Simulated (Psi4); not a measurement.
**One shape, several levels: singlet SiCl2OF+**

We compute a comparison of 3 runs (B2PLYP/cc-pVDZ, DSD-PBEP86/cc-pVDZ, MP3/cc-pVDZ) of singlet SiCl2OF+. 

The calculation is run with Psi4 1.11.

9 further runs of the same task are left out: 7 that didn't finish, 2 set aside as unsound or not needed.

### Step 1. Starting point

SiCl2OF+: 5 atoms, total charge +1, spin state singlet. SMILES of the parent species: `[O][Si](F)(Cl)Cl`. The shape is that of a PBE0-D4/def2-TZVP optimisation. That shape belongs to the parent species and isn't relaxed for this state.

Bond lengths: O1–Si2 1.643 Å, Si2–F3 1.574 Å, Si2–Cl4 2.012 Å, Si2–Cl5 2.011 Å. Angles: O1–Si2–F3 113.3°, O1–Si2–Cl4 105.6°, O1–Si2–Cl5 107.2°, F3–Si2–Cl4 108.3°, F3–Si2–Cl5 107.9°, Cl4–Si2–Cl5 114.8°.

### Step 2. The energy at B2PLYP/cc-pVDZ (density fitting for correlation) (run 1)

cl2fosi.xyz

```xyz
5
Cl2FOSi
O      1.205200    -1.120900     0.351000
Si     0.002000    -0.037300     0.071900
F     -0.944500     0.175500     1.311100
Cl    -1.088600    -0.815800    -1.428500
Cl     0.875700     1.725000    -0.347000
```

run.py

```python
import psi4

psi4.set_memory('2200 MB')
psi4.set_num_threads(1)
psi4.set_output_file('cl2fosi.out', False)

with open('cl2fosi.xyz') as f:
    atoms = ''.join(f.readlines()[2:])
m = psi4.geometry('1 1\n' + atoms + 'symmetry c1\nno_reorient\nno_com')

options = {'basis': 'cc-pVDZ', 'reference': 'rks', 'puream': True, 'e_convergence': 1e-09, 'd_convergence': 1e-08, 'scf_type': 'pk', 'dft_radial_points': 99, 'dft_spherical_points': 590, 'num_frozen_docc': 17}
psi4.set_options(options)

e = psi4.energy("b2plyp", molecule=m)
print('E =', round(e, 9))
for k, v in sorted(psi4.core.scalar_variables().items()):
    print(f'{k:45s} {v:18.10f}')
```

Started as:

```bash
$ python run.py
```

cl2fosi.out:

```text
[...]
  Running in c1 symmetry.
[...]
  Nuclear repulsion =  367.622626733640175
[...]
  Multiplicity = 1
[...]
  Nalpha       = 32
  Nbeta        = 32
[...]
    Number of basis functions: 82
[...]
   @RKS iter   1: -1383.37144835442496    4.82757e-01   9.79781e-03 DIIS/ADIIS
[...]
   @RKS iter  20: -1383.79894132106824   -4.77485e-12   6.44917e-09 DIIS
[...]
    Orbital Energies [Eh]
    ---------------------
    Doubly Occupied:
       1A   -103.223591     2A   -103.217793     3A    -67.649722
       4A    -25.601936     5A    -20.167713     6A    -10.219715
       7A    -10.214099     8A     -7.857677     9A     -7.854492
      10A     -7.851989    11A     -7.851053    12A     -7.848871
      13A     -7.845527    14A     -6.028648    15A     -4.283815
      16A     -4.283144    17A     -4.282999    18A     -1.601411
      19A     -1.445341    20A     -1.239097    21A     -1.218649
      22A     -0.895258    23A     -0.819245    24A     -0.802604
      25A     -0.790649    26A     -0.744921    27A     -0.742713
      28A     -0.726285    29A     -0.675104    30A     -0.664776
      31A     -0.652934    32A     -0.649335
[...]
  @RKS Final Energy: -1383.79894132106824
   => Energetics <=
    Nuclear Repulsion Energy =            367.6226267336401747
    One-Electron Energy =               -2630.1596683086545454
    Two-Electron Energy =                 924.6152865605237139
    DFT Exchange-Correlation Energy =     -45.8771863065774355
    Empirical Dispersion Energy =           0.0000000000000000
    VV10 Nonlocal Energy =                  0.0000000000000000
    Total Energy =                      -1383.7989413210682415
[...]
 Multipole Moments:
 ------------------------------------------------------------------------------------
     Multipole            Electronic (a.u.)      Nuclear  (a.u.)        Total (a.u.)
 ------------------------------------------------------------------------------------
 L = 1.  Multiply by 2.5417464519 to convert [e a0] to [Debye]
 Dipole X            :          4.9209864           -4.6302070            0.2907795
 Dipole Y            :        -14.1073444           14.2608182            0.1534738
 Dipole Z            :         26.4790408          -27.5314199           -1.0523792
 Magnitude           :                                                    1.1025465
[...]
```

On the terminal:

```text
E = -1384.061862606
B2PLYP DOUBLE-HYBRID CORRECTION ENERGY             -0.2629212846
B2PLYP TOTAL ENERGY                             -1384.0618626056
CURRENT ENERGY                                  -1384.0618626056
CURRENT REFERENCE ENERGY                        -1383.7989413211
DD SOLVATION ENERGY                                 0.0000000000
DFT FUNCTIONAL TOTAL ENERGY                     -1383.7989413211
DFT TOTAL ENERGY                                -1384.0618626056
DFT VV10 ENERGY                                     0.0000000000
DFT XC ENERGY                                     -45.8771863066
DOUBLE-HYBRID CORRECTION ENERGY                    -0.2629212846
GRID ELECTRONS ALPHA                               31.9999986512
GRID ELECTRONS BETA                                31.9999986512
GRID ELECTRONS TOTAL                               63.9999973023
NUCLEAR REPULSION ENERGY                          367.6226267336
ONE-ELECTRON ENERGY                             -2630.1596683087
PCM POLARIZATION ENERGY                             0.0000000000
PE ENERGY                                           0.0000000000
SCF ITERATION ENERGY                            -1383.7989413211
SCF ITERATIONS                                     20.0000000000
SCF TOTAL ENERGY                                -1383.7989413211
TWO-ELECTRON ENERGY                               924.6152865605
XC GRID RADIAL POINTS                              99.0000000000
XC GRID SPHERICAL POINTS                          590.0000000000
XC GRID TOTAL POINTS                           274238.0000000000
```

It took 39 s on 1 thread of AMD EPYC 7R43 (Zen 3), shared host; peak memory 0.93 GiB.

### Step 3. The energy at DSD-PBEP86/cc-pVDZ (density fitting for correlation) (run 2)

cl2fosi.xyz is that of step 2.

run.py

```python
import numpy as np
from ase.calculators.psi4 import Psi4
from ase.io import read

a = read('cl2fosi.xyz')
calc = Psi4(atoms=a, method='dsd-pbep86', basis='cc-pVDZ', memory='2200MB', num_threads=1, charge=1, multiplicity=1, label='calc')
calc.psi4.set_options({'puream': True, 'e_convergence': 1e-09, 'd_convergence': 1e-08, 'scf_type': 'pk', 'dft_radial_points': 99, 'dft_spherical_points': 590, 'num_frozen_docc': 17})
a.calc = calc

print(f'energy: {a.get_potential_energy():.6f} eV')
```

Started as:

```bash
$ python run.py
```

calc.dat:

```text
[...]
  Running in c1 symmetry.
[...]
  Nuclear repulsion =  367.622626733640175
[...]
  Multiplicity = 1
[...]
  Nalpha       = 32
  Nbeta        = 32
[...]
    Number of basis functions: 82
[...]
   @RKS iter   1: -1382.57031996411706    3.24245e-01   8.75841e-03 ADIIS/DIIS
[...]
   @RKS iter  22: -1382.93600190101802   -1.11413e-11   7.01466e-09 DIIS
[...]
    Orbital Energies [Eh]
    ---------------------
    Doubly Occupied:
       1A   -103.977410     2A   -103.969713     3A    -68.263309
       4A    -25.976441     5A    -20.544592     6A    -10.477073
       7A    -10.469608     8A     -8.041373     9A     -8.038125
      10A     -8.035911    11A     -8.033885    12A     -8.030637
      13A     -8.028553    14A     -6.238127    15A     -4.430409
      16A     -4.428954    17A     -4.428764    18A     -1.704036
      19A     -1.561575    20A     -1.301630    21A     -1.278866
      22A     -0.964304    23A     -0.890040    24A     -0.870929
      25A     -0.842196    26A     -0.813609    27A     -0.794287
      28A     -0.764168    29A     -0.707741    30A     -0.693545
      31A     -0.683830    32A     -0.679288
[...]
  @RKS Final Energy: -1382.93600190101802
   => Energetics <=
    Nuclear Repulsion Energy =            367.6226267336401747
    One-Electron Energy =               -2629.8366147026781618
    Two-Electron Energy =                 906.5365664608511906
    DFT Exchange-Correlation Energy =     -27.2585803928311314
    Empirical Dispersion Energy =           0.0000000000000000
    VV10 Nonlocal Energy =                  0.0000000000000000
    Total Energy =                      -1382.9360019010180167
[...]
 Multipole Moments:
 ------------------------------------------------------------------------------------
     Multipole            Electronic (a.u.)      Nuclear  (a.u.)        Total (a.u.)
 ------------------------------------------------------------------------------------
 L = 1.  Multiply by 2.5417464519 to convert [e a0] to [Debye]
 Dipole X            :         -0.3903200            0.9665357            0.5762157
 Dipole Y            :          0.3456369           -0.6700826           -0.3244457
 Dipole Z            :         -0.2452860           -0.2191697           -0.4644557
 Magnitude           :                                                    0.8080895
[...]
```

Standard output:

```text
energy: -37642.380314 eV
```

Run time: 38 s. Hardware: 1 thread of AMD EPYC 7R43 (Zen 3), shared host; peak memory 0.97 GiB.

### Step 4. The energy at MP3/cc-pVDZ (run 3)

calc.inp

```
memory 2200 mb

molecule {
  1 1
  O      1.205200    -1.120900     0.351000
  Si     0.002000    -0.037300     0.071900
  F     -0.944500     0.175500     1.311100
  Cl    -1.088600    -0.815800    -1.428500
  Cl     0.875700     1.725000    -0.347000
  symmetry c1
  no_reorient
  no_com
}

set {
  basis           cc-pVDZ
  puream          true
  e_convergence   1e-09
  d_convergence   1e-08
  scf_type        pk
  num_frozen_docc 17
  mp_type         conv
}

energy("mp3")
```

Started as:

```bash
$ psi4 -i calc.inp -o calc.out -n 1
```

calc.out:

```text
[...]
  Running in c1 symmetry.
[...]
  Nuclear repulsion =  367.622626733640175
[...]
  Multiplicity = 1
[...]
  Nalpha       = 32
  Nbeta        = 32
[...]
    Number of basis functions: 82
[...]
   @RHF iter   1: -1381.50697647137918    1.27871e-01   7.97219e-03 ADIIS/DIIS
[...]
   @RHF iter  25: -1381.85293729615501   -1.20508e-11   5.84908e-09 DIIS
[...]
    Orbital Energies [Eh]
    ---------------------
    Doubly Occupied:
       1A   -105.109987     2A   -105.100986     3A    -69.204293
       4A    -26.538460     5A    -21.111196     6A    -10.836335
       7A    -10.827618     8A     -8.303078     9A     -8.300417
      10A     -8.299642    11A     -8.294401    12A     -8.291699
      13A     -8.291020    14A     -6.541414    15A     -4.650600
      16A     -4.648232    17A     -4.647908    18A     -1.841431
      19A     -1.722767    20A     -1.377908    21A     -1.352106
      22A     -1.073669    23A     -0.997310    24A     -0.968211
      25A     -0.912912    26A     -0.895648    27A     -0.844825
      28A     -0.799537    29A     -0.740043    30A     -0.723974
      31A     -0.718838    32A     -0.707891
[...]
  @RHF Final Energy: -1381.85293729615501
   => Energetics <=
    Nuclear Repulsion Energy =            367.6226267336401747
    One-Electron Energy =               -2629.6024218580637353
    Two-Electron Energy =                 880.1268578282686121
    Total Energy =                      -1381.8529372961550052
[...]
 Multipole Moments:
 ------------------------------------------------------------------------------------
     Multipole            Electronic (a.u.)      Nuclear  (a.u.)        Total (a.u.)
 ------------------------------------------------------------------------------------
 L = 1.  Multiply by 2.5417464519 to convert [e a0] to [Debye]
 Dipole X            :          5.4712404           -4.6302070            0.8410334
 Dipole Y            :        -14.7705136           14.2608182           -0.5096954
 Dipole Z            :         26.9511554          -27.5314199           -0.5802645
 Magnitude           :                                                    1.1418553
[...]
	SCS-MP2 Total Energy (a.u.)        : -1382.52921968826467
	SOS-MP2 Total Energy (a.u.)        : -1382.51827854974272
[...]
	SOS-PI-MP2 Total Energy (a.u.)     : -1382.56945864617251
[...]
	MP2 Total Energy (a.u.)            : -1382.55110196530927
[...]
	SCS-MP3 Total Energy (a.u.)        : -1382.53524588947880
[...]
	MP3 Total Energy (a.u.)            : -1382.57520677016601
[...]
```

It took 47 s on 1 thread of AMD EPYC 7R43 (Zen 3), shared host; peak memory 0.49 GiB.

### Step 5. Overview of the runs

| run | level | fitting correlation | integration grid | energy (Eh) | HOMO energy (eV) | LUMO energy (eV) | HOMO–LUMO gap (eV) | wall time |
| --- | --- | --- | --- | --- | --- | --- | --- | --- |
| 1 | B2PLYP/cc-pVDZ (density fitting for correlation) | density fitting | 99 radial × 590 angular | -1384.061863 | -17.67 | -13.92 | 3.75 | 39 s |
| 2 | DSD-PBEP86/cc-pVDZ (density fitting for correlation) | density fitting | 99 radial × 590 angular | -1383.331973 | -18.48 | -13.36 | 5.13 | 38 s |
| 3 | MP3/cc-pVDZ | none | – | -1382.575207 | -19.26 | -11.80 | 7.46 | 47 s |

### Step 6. Summary of results

| quantity | value |
| --- | --- |
| run 3: total energy | -1382.57521 Eh |
| run 3: HOMO energy (Hartree–Fock orbitals) | -19.26 eV |
| run 3: LUMO energy (Hartree–Fock orbitals) | -11.80 eV |
| run 3: HOMO–LUMO gap (Hartree–Fock orbitals) | 7.46 eV |
| run 3: correlation energy (17 core orbitals frozen) | -722.3 mEh |

**Reading.** Totals of different functionals can't be ranked against each other. All runs together took 2.1 min, the longest 47 s.
